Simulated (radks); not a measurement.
**Taking charge from the 6s level of Er in fractions**

The task here is to estimate one member of a computed series from the others.

Method: scalar-relativistic Kohn-Sham, BLYP, spin-polarised, spherical densities, finite nucleus; open shells are filled with parallel spins first. Code: radks (a radial shooting solver on a logarithmic mesh, Libxc functionals) version 1.

### The system

* element: erbium (Z = 68)
* charge: 0
* electrons: 68
* configuration: [Xe] 4f12 6s(up 1, down 1)
* nuclear rms radius: 5.2516 fm

A shell typed twice in an input gives spin up, then spin down.

The first run:

The run's settings:

```text
Z 68
configuration [Xe] 4f12 6s1 6s1
relativity scalar-relativistic
functional b88,lyp
spin polarised
nucleus finite rms 5.2516 fm
c 137.035999084
```

Launch:

```bash
> python run_ks.py task.json out
```

All runs below come from this command, one after another.

Steps of the session up to this table: Start: [Xe] 4f12 6s(up 1, down 1).

One table of the session follows, with a row left open; its other results are not shown here.

Sizes of the orbitals, from the radial functions (bohr):

| level | <r> | outermost maximum (interpolated) | 90 % within | nodes |
| --- | --- | --- | --- | --- |
| 5s up | 1.251 | 1.11 | 1.81 | 4 |
| 5s down | 1.256 | 1.11 | 1.82 | 4 |
| 5p up | 1.495 | 1.27 | 2.21 | 3 |
| 5p down | 1.505 | 1.28 | 2.23 | 3 |
| 6s up | 3.985 | 3.30 | 5.97 | 5 |
| 6s down | 4.011 | 3.33 | 6.00 | 5 |
| 4f up | 0.8237 | 0.508 | 1.44 | 0 |
| 4f down | ? | ? | ? | ? |

Q: Estimate the row for 4f down from the others.

The run gave: <r>: 0.8487; outermost maximum (interpolated): 0.509; 90 % within: 1.50; nodes: 0. In the column «<r>» it lies between 4f up (0.8237) and 5s up (1.251).
